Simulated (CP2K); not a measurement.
**C2H6BN (SMILES [BH3-]C#[N+]C), step by step**

Aim: the energy (singlet C2H6BN, MP2/ccGRB-D), then the energy (triplet C2H6BN, UMP2/ccGRB-D), then a single-point energy (singlet C2H6BN, MP2/ccGRB-D), then a single-point energy (triplet C2H6BN, UMP2/ccGRB-D), then the energy (singlet C2H6BN, MP2/ccGRB-D), then the energy (triplet C2H6BN, UMP2/ccGRB-D) of C2H6BN. The setting varied is the cutoff. 

The results are computed with CP2K 2026.2.

8 further runs of the same task are left out: 2 that didn't finish, 6 set aside as unsound or not needed.

**1. The structure to begin with**

C2H6BN: 10 atoms, total charge 0, spin state singlet. As SMILES, `[BH3-]C#[N+]C`. Geometry: relaxed at GFN2-xTB.

Bond lengths: B1–C2 1.507 Å, C2–N3 1.166 Å, N3–C4 1.393 Å, B1–H5 1.193 Å, B1–H6 1.193 Å, B1–H7 1.193 Å, C4–H8 1.092 Å, C4–H9 1.092 Å, C4–H10 1.092 Å. Some angles: B1–C2–N3 179.7°, C2–N3–C4 179.6°, C2–B1–H5 106.0°, C2–B1–H6 106.3°, C2–B1–H7 106.3°, N3–C4–H8 109.6°, N3–C4–H9 109.6°, N3–C4–H10 109.6°, H5–B1–H6 112.5°, H5–B1–H7 112.6°.

**2. A single-point energy at MP2/ccGRB-D (core potential) (run 1)**

Input file job.inp:

```
&GLOBAL
   PROJECT_NAME job
   RUN_TYPE ENERGY
   PRINT_LEVEL MEDIUM
&END GLOBAL

&FORCE_EVAL
   METHOD QS
   &DFT
      BASIS_SET_FILE_NAME BASIS_ccGRB_UZH
      POTENTIAL_FILE_NAME POTENTIAL_UZH
      &QS
         METHOD GPW
         EPS_DEFAULT 1.0E-10
      &END QS
      &MGRID
         CUTOFF 350
         REL_CUTOFF 50
         NGRIDS 4
      &END MGRID
      &POISSON
         PERIODIC NONE
         POISSON_SOLVER MULTIPOLE
      &END POISSON
      &SCF
         SCF_GUESS ATOMIC
         EPS_SCF 1.0E-06
         MAX_SCF 150
         ADDED_MOS 3
         &DIAGONALIZATION
            ALGORITHM STANDARD
         &END DIAGONALIZATION
         &MIXING
            METHOD DIRECT_P_MIXING
            ALPHA 0.4
         &END MIXING
      &END SCF
      &XC
         &XC_FUNCTIONAL NONE
         &END XC_FUNCTIONAL
         &HF
            FRACTION 1
            &SCREENING
               EPS_SCHWARZ 1.0E-09
            &END SCREENING
            &MEMORY
               MAX_MEMORY 1750
            &END MEMORY
         &END HF
         &WF_CORRELATION
            &MP2
               METHOD DIRECT_CANONICAL
            &END MP2
            MEMORY 1500
         &END WF_CORRELATION
      &END XC
      &PRINT
         &MOMENTS
            PERIODIC F
            REFERENCE COM
            MAX_MOMENT 1
         &END MOMENTS
         &MO ON
            ENERGIES T
            OCCUPATION_NUMBERS T
            NDIGITS 6
            &EACH
               QS_SCF 0
            &END EACH
            ADD_LAST NUMERIC
         &END MO
         &HIRSHFELD OFF
         &END HIRSHFELD
      &END PRINT
   &END DFT
   &SUBSYS
      &CELL
         ABC 10.7 10.9 11.1
         PERIODIC NONE
      &END CELL
      &COORD
         UNIT bohr
         B     -2.0272604     2.2313886    -2.4447954
         C     -0.5354350     0.6056005    -0.6458328
         N      0.6182806    -0.6601947     0.7401112
         C      1.9846282    -2.1849202     2.3933381
         H     -3.1789351     0.8086138    -3.7593078
         H     -3.3742383     3.5125284    -1.1701940
         H     -0.5196747     3.4462746    -3.5983976
         H      2.7504397    -3.8047368     1.3688231
         H      3.5363768    -1.0999907     3.2141218
         H      0.7458182    -2.8545825     3.9021333
      &END COORD
      &TOPOLOGY
         &CENTER_COORDINATES
         &END CENTER_COORDINATES
      &END TOPOLOGY
      &KIND B
         BASIS_SET ccGRB-D-q3
         POTENTIAL GTH-PBE0-q3
      &END KIND
      &KIND C
         BASIS_SET ccGRB-D-q4
         POTENTIAL GTH-PBE0-q4
      &END KIND
      &KIND N
         BASIS_SET ccGRB-D-q5
         POTENTIAL GTH-PBE0-q5
      &END KIND
      &KIND H
         BASIS_SET ccGRB-D-q1
         POTENTIAL GTH-PBE0-q1
      &END KIND
   &END SUBSYS
&END FORCE_EVAL
```

Run with:

```sh
$ OMP_NUM_THREADS=2 cp2k.psmp -i job.inp > job.out 2>&1
```

What it wrote:

```text
CP2K| version string:                                       CP2K version 2026.2
[...]
 GLOBAL| Method name                                                        CP2K
[...]
 GLOBAL| Run type                                                         ENERGY
[...]
 DFT| Spin restricted Kohn-Sham (RKS) calculation                            RKS
 DFT| Multiplicity                                                             1
[...]
 DFT| Charge                                                                   0
[...]
 QS| Method:                                                                 GPW
[...]
 QS| Density cutoff [a.u.]:                                                175.0
[...]
 QS| Relative density cutoff [a.u.]:                                        25.0
[...]
                             - Atoms:                                         10
[...]
                             - Spherical basis functions:                     82
[...]
 Number of electrons:                                                         22
[...]
     1 P_Mix/Diag. 0.40E+00    1.1     1.04058773       -27.1505743983 -2.72E+01
[...]
  *** SCF run converged in    14 steps ***
[...]
  Overlap energy of the core charge distribution:               0.00000930975578
  Self energy of the core charge distribution:                -66.13791560615516
  Core Hamiltonian energy:                                     20.20697338347534
  Hartree energy:                                              27.51954261255639
  Exchange-correlation energy:                                  0.00000000000000
  Hartree-Fock Exchange energy:                                -8.42120990609297
  Total energy:                                               -26.83260020646062
[...]
 ENERGY| Total FORCE_EVAL ( QS ) energy [hartree]            -27.348451727818961
[...]
```

It took 8.1 s on 2 threads of Arm Neoverse V2, shared host; peak memory 0.9 GiB.

**3. The triplet: the energy at UMP2/ccGRB-D (core potential) (run 2)**

Input file molecule.inp:

```
&FORCE_EVAL
   METHOD QS
   &DFT
      BASIS_SET_FILE_NAME BASIS_ccGRB_UZH
      POTENTIAL_FILE_NAME POTENTIAL_UZH
      MULTIPLICITY 3
      LSD T
      &QS
         METHOD GPW
         EPS_DEFAULT 1.0E-10
      &END
      &MGRID
         CUTOFF 350
         REL_CUTOFF 50
         NGRIDS 4
      &END
      &POISSON
         PERIODIC NONE
         POISSON_SOLVER MULTIPOLE
      &END
      &SCF
         SCF_GUESS ATOMIC
         EPS_SCF 1.0E-06
         MAX_SCF 50
         &OT
            MINIMIZER DIIS
            PRECONDITIONER FULL_ALL
         &END
         &OUTER_SCF
            EPS_SCF 1.0E-06
            MAX_SCF 8
         &END
      &END
      &XC
         &XC_FUNCTIONAL NONE
         &END
         &HF
            FRACTION 1
            &SCREENING
               EPS_SCHWARZ 1.0E-09
            &END
            &MEMORY
               MAX_MEMORY 1750
            &END
         &END
         ! correlation from orbitals
         &WF_CORRELATION
            &MP2
               METHOD DIRECT_CANONICAL
            &END
            MEMORY 1500
         &END
      &END
      &PRINT
         &MOMENTS
            PERIODIC F
            REFERENCE COM
            MAX_MOMENT 1
         &END
         &MO_CUBES
            NLUMO 5
            NHOMO -1
            WRITE_CUBE F
         &END
         &HIRSHFELD OFF
         &END
      &END
   &END
   &SUBSYS
      ! box in angstrom
      &CELL
         ABC 10.7 10.9 11.1
         PERIODIC NONE
      &END
      &COORD
         UNIT bohr
         B     -2.0272604     2.2313886    -2.4447954
         C     -0.5354350     0.6056005    -0.6458328
         N      0.6182806    -0.6601947     0.7401112
         C      1.9846282    -2.1849202     2.3933381
         H     -3.1789351     0.8086138    -3.7593078
         H     -3.3742383     3.5125284    -1.1701940
         H     -0.5196747     3.4462746    -3.5983976
         H      2.7504397    -3.8047368     1.3688231
         H      3.5363768    -1.0999907     3.2141218
         H      0.7458182    -2.8545825     3.9021333
      &END
      &TOPOLOGY
         &CENTER_COORDINATES
         &END
      &END
      &KIND B
         BASIS_SET ccGRB-D-q3
         POTENTIAL GTH-PBE0-q3
      &END
      &KIND C
         BASIS_SET ccGRB-D-q4
         POTENTIAL GTH-PBE0-q4
      &END
      &KIND N
         BASIS_SET ccGRB-D-q5
         POTENTIAL GTH-PBE0-q5
      &END
      &KIND H
         BASIS_SET ccGRB-D-q1
         POTENTIAL GTH-PBE0-q1
      &END
   &END
&END

&GLOBAL
   PROJECT_NAME molecule
   RUN_TYPE ENERGY
   PRINT_LEVEL MEDIUM
&END
```

Run with:

```sh
$ OMP_NUM_THREADS=2 cp2k.psmp -i molecule.inp > molecule.out 2>&1
```

What it wrote:

```text
CP2K| version string:                                       CP2K version 2026.2
 CP2K| Input file name                                              molecule.inp

[... 279 lines left out ...]
  Decoupling Energy:                                               0.0007273030
[... 289 lines left out ...]
  Decoupling Energy:                                               0.0020627712
[... 289 lines left out ...]
  Decoupling Energy:                                               0.0052539238
[... 289 lines left out ...]
  Decoupling Energy:                                               0.0046828910
[... 291 lines left out ...]
  outer SCF loop FAILED to converge after    9 iterations or  450 steps
[... 5 lines left out ...]
 *  \___/     SCF run NOT converged. To continue the calculation regardless,   *
 *    |             please set the keyword IGNORE_CONVERGENCE_FAILURE.         *
[... 5 lines left out ...]
 ===== Routine Calling Stack =====

            3 scf_env_do_scf
            2 qs_energies
            1 CP2K

Program received signal SIGABRT: Process abort signal.
```

It took 3.9 min on 2 threads of Arm Neoverse V2, shared host; peak memory 0.94 GiB.

No converged result was reached.

Run 3 isn't shown in full; the table further down has it.

**4. The triplet: a single-point energy at UMP2/ccGRB-D (core potential) (run 4)**

Input file qs.inp:

```
&GLOBAL
  PROJECT_NAME qs
  RUN_TYPE ENERGY
  PRINT_LEVEL MEDIUM
&END GLOBAL

&FORCE_EVAL
  METHOD QS
  &DFT
    BASIS_SET_FILE_NAME BASIS_ccGRB_UZH
    POTENTIAL_FILE_NAME POTENTIAL_UZH
    MULTIPLICITY 3
    UKS T
    ! Quickstep
    &QS
      METHOD GPW
      EPS_DEFAULT 1.0E-10
    &END QS
    ! plane-wave cutoff in Ry
    &MGRID
      CUTOFF 450
      REL_CUTOFF 50
      NGRIDS 4
    &END MGRID
    &POISSON
      PERIODIC NONE
      POISSON_SOLVER MULTIPOLE
    &END POISSON
    ! SCF settings
    &SCF
      SCF_GUESS ATOMIC
      EPS_SCF 1.0E-06
      MAX_SCF 50
      &OT
        MINIMIZER DIIS
        PRECONDITIONER FULL_ALL
      &END OT
      &OUTER_SCF
        EPS_SCF 1.0E-06
        MAX_SCF 8
      &END OUTER_SCF
    &END SCF
    ! functional
    &XC
      &XC_FUNCTIONAL NONE
      &END XC_FUNCTIONAL
      ! exact exchange
      &HF
        FRACTION 1
        &SCREENING
          EPS_SCHWARZ 1.0E-09
        &END SCREENING
        &MEMORY
          MAX_MEMORY 1750
        &END MEMORY
      &END HF
      ! correlation from orbitals
      &WF_CORRELATION
        &MP2
          METHOD DIRECT_CANONICAL
        &END MP2
        MEMORY 1500
      &END WF_CORRELATION
    &END XC
    ! extra output
    &PRINT
      &MOMENTS
        PERIODIC F
        REFERENCE COM
        MAX_MOMENT 1
      &END MOMENTS
      &MO_CUBES
        NLUMO 5
        NHOMO -1
        WRITE_CUBE F
      &END MO_CUBES
      &HIRSHFELD OFF
      &END HIRSHFELD
    &END PRINT
  &END DFT
  ! structure
  &SUBSYS
    &CELL
      ABC 10.7 10.9 11.1
      PERIODIC NONE
    &END CELL
    &COORD
      UNIT bohr
      B     -2.0272604     2.2313886    -2.4447954
      C     -0.5354350     0.6056005    -0.6458328
      N      0.6182806    -0.6601947     0.7401112
      C      1.9846282    -2.1849202     2.3933381
      H     -3.1789351     0.8086138    -3.7593078
      H     -3.3742383     3.5125284    -1.1701940
      H     -0.5196747     3.4462746    -3.5983976
      H      2.7504397    -3.8047368     1.3688231
      H      3.5363768    -1.0999907     3.2141218
      H      0.7458182    -2.8545825     3.9021333
    &END COORD
    &TOPOLOGY
      &CENTER_COORDINATES
      &END CENTER_COORDINATES
    &END TOPOLOGY
    &KIND B
      BASIS_SET ccGRB-D-q3
      POTENTIAL GTH-PBE0-q3
    &END KIND
    &KIND C
      BASIS_SET ccGRB-D-q4
      POTENTIAL GTH-PBE0-q4
    &END KIND
    &KIND N
      BASIS_SET ccGRB-D-q5
      POTENTIAL GTH-PBE0-q5
    &END KIND
    &KIND H
      BASIS_SET ccGRB-D-q1
      POTENTIAL GTH-PBE0-q1
    &END KIND
  &END SUBSYS
&END FORCE_EVAL
```

Run with:

```sh
$ OMP_NUM_THREADS=2 cp2k.psmp -i qs.inp > qs.out 2>&1
```

What it wrote:

```text
CP2K| version string:                                       CP2K version 2026.2
 CP2K| Input file name                                                    qs.inp

[... 279 lines left out ...]
  Decoupling Energy:                                               0.0007273042
[... 289 lines left out ...]
  Decoupling Energy:                                               0.0020396419
[... 289 lines left out ...]
  Decoupling Energy:                                               0.0169452024
[... 289 lines left out ...]
  Decoupling Energy:                                               0.0051096773
[... 291 lines left out ...]
  outer SCF loop FAILED to converge after    9 iterations or  450 steps
[... 5 lines left out ...]
 *  \___/     SCF run NOT converged. To continue the calculation regardless,   *
 *    |             please set the keyword IGNORE_CONVERGENCE_FAILURE.         *
[... 5 lines left out ...]
 ===== Routine Calling Stack =====

            3 scf_env_do_scf
            2 qs_energies
            1 CP2K

Program received signal SIGABRT: Process abort signal.
```

Wall time 5.6 min (2 threads of Arm Neoverse V2, shared host); peak memory 1.3 GiB.

The run stopped without converging.

Run 5 isn't shown in full; the table further down has it.

**5. The triplet: the energy at UMP2/ccGRB-D (core potential) (run 6)**

Input file mol.inp:

```
&GLOBAL
   PROJECT_NAME mol
   RUN_TYPE ENERGY
   PRINT_LEVEL MEDIUM
&END GLOBAL
&FORCE_EVAL
   METHOD QUICKSTEP
   &DFT
      BASIS_SET_FILE_NAME BASIS_ccGRB_UZH
      POTENTIAL_FILE_NAME POTENTIAL_UZH
      MULTIPLICITY 3
      SPIN_POLARIZED T
      # Quickstep
      &QS
         METHOD GPW
         EPS_DEFAULT 1.0E-10
      &END QS
      &MGRID
         CUTOFF 600
         REL_CUTOFF 50
         NGRIDS 4
      &END MGRID
      # isolated system
      &POISSON
         PERIODIC NONE
         POISSON_SOLVER MULTIPOLE
      &END POISSON
      # SCF settings
      &SCF
         SCF_GUESS ATOMIC
         EPS_SCF 1.0E-06
         MAX_SCF 50
         &OT
            MINIMIZER DIIS
            PRECONDITIONER FULL_ALL
         &END OT
         &OUTER_SCF
            EPS_SCF 1.0E-06
            MAX_SCF 8
         &END OUTER_SCF
      &END SCF
      # exchange and correlation
      &XC
         &XC_FUNCTIONAL NONE
         &END XC_FUNCTIONAL
         &HF
            FRACTION 1
            &SCREENING
               EPS_SCHWARZ 1.0E-09
            &END SCREENING
            &MEMORY
               MAX_MEMORY 1750
            &END MEMORY
         &END HF
         &WF_CORRELATION
            &MP2
               METHOD DIRECT_CANONICAL
            &END MP2
            MEMORY 1500
         &END WF_CORRELATION
      &END XC
      &PRINT
         &MOMENTS
            PERIODIC F
            REFERENCE COM
            MAX_MOMENT 1
         &END MOMENTS
         &MO_CUBES
            NLUMO 5
            NHOMO -1
            WRITE_CUBE F
         &END MO_CUBES
         &HIRSHFELD OFF
         &END HIRSHFELD
      &END PRINT
   &END DFT
   &SUBSYS
      # box in angstrom
      &CELL
         ABC 10.7 10.9 11.1
         PERIODIC NONE
      &END CELL
      &COORD
         UNIT bohr
         B     -2.0272604     2.2313886    -2.4447954
         C     -0.5354350     0.6056005    -0.6458328
         N      0.6182806    -0.6601947     0.7401112
         C      1.9846282    -2.1849202     2.3933381
         H     -3.1789351     0.8086138    -3.7593078
         H     -3.3742383     3.5125284    -1.1701940
         H     -0.5196747     3.4462746    -3.5983976
         H      2.7504397    -3.8047368     1.3688231
         H      3.5363768    -1.0999907     3.2141218
         H      0.7458182    -2.8545825     3.9021333
      &END COORD
      &TOPOLOGY
         &CENTER_COORDINATES
         &END CENTER_COORDINATES
      &END TOPOLOGY
      &KIND B
         BASIS_SET ccGRB-D-q3
         POTENTIAL GTH-PBE0-q3
      &END KIND
      &KIND C
         BASIS_SET ccGRB-D-q4
         POTENTIAL GTH-PBE0-q4
      &END KIND
      &KIND N
         BASIS_SET ccGRB-D-q5
         POTENTIAL GTH-PBE0-q5
      &END KIND
      &KIND H
         BASIS_SET ccGRB-D-q1
         POTENTIAL GTH-PBE0-q1
      &END KIND
   &END SUBSYS
&END FORCE_EVAL
```

Run with:

```sh
$ OMP_NUM_THREADS=2 cp2k.psmp -i mol.inp -o mol.out
```

What it wrote:

```text
CP2K| version string:                                       CP2K version 2026.2
 CP2K| Input file name                                                   mol.inp

[... 279 lines left out ...]
  Decoupling Energy:                                               0.0007273034
[... 289 lines left out ...]
  Decoupling Energy:                                               0.0020711025
[... 289 lines left out ...]
  Decoupling Energy:                                               0.0378934773
[... 289 lines left out ...]
  Decoupling Energy:                                               0.0471150064
[... 291 lines left out ...]
  outer SCF loop FAILED to converge after    9 iterations or  450 steps
[... 5 lines left out ...]
 *  \___/     SCF run NOT converged. To continue the calculation regardless,   *
 *    |             please set the keyword IGNORE_CONVERGENCE_FAILURE.         *
[... 5 lines left out ...]
 ===== Routine Calling Stack =====

            3 scf_env_do_scf
            2 qs_energies
            1 CP2K

Program received signal SIGABRT: Process abort signal.
```

Wall time 8.5 min (2 threads of Arm Neoverse V2, shared host); peak memory 1.8 GiB.

No converged result was reached.

**6. Overview of the runs**

```
run                          level  cutoff  iteration cap  partner    energy (Eh)  wall time
  1   MP2/ccGRB-D (core potential)     350            150     base     -27.348452      8.1 s
  2  UMP2/ccGRB-D (core potential)     350             50  triplet  not converged    3.9 min
  3   MP2/ccGRB-D (core potential)     450            150     base     -27.348452       11 s
  4  UMP2/ccGRB-D (core potential)     450             50  triplet  not converged    5.6 min
  5   MP2/ccGRB-D (core potential)     600            150     base     -27.348452       14 s
  6  UMP2/ccGRB-D (core potential)     600             50  triplet  not converged    8.5 min
```

**7. Results**

```
                                                                   quantity         value
                                           run 5, MP2/ccGRB-D: total energy  -27.34845 Eh
run 5, MP2/ccGRB-D: dipole moment (of the density that the program reports)        6.77 D
                    run 5, MP2/ccGRB-D: HOMO energy (Hartree–Fock orbitals)     -11.28 eV
                    run 5, MP2/ccGRB-D: LUMO energy (Hartree–Fock orbitals)       3.87 eV
                  run 5, MP2/ccGRB-D: HOMO–LUMO gap (Hartree–Fock orbitals)      15.15 eV
                                     run 5, MP2/ccGRB-D: correlation energy    -515.9 mEh
```

**Reading.** The total energy agrees within 0.001 eV over the runs. All runs together took 18 min, the longest 8.5 min. 3 of the 6 runs did not end normally.
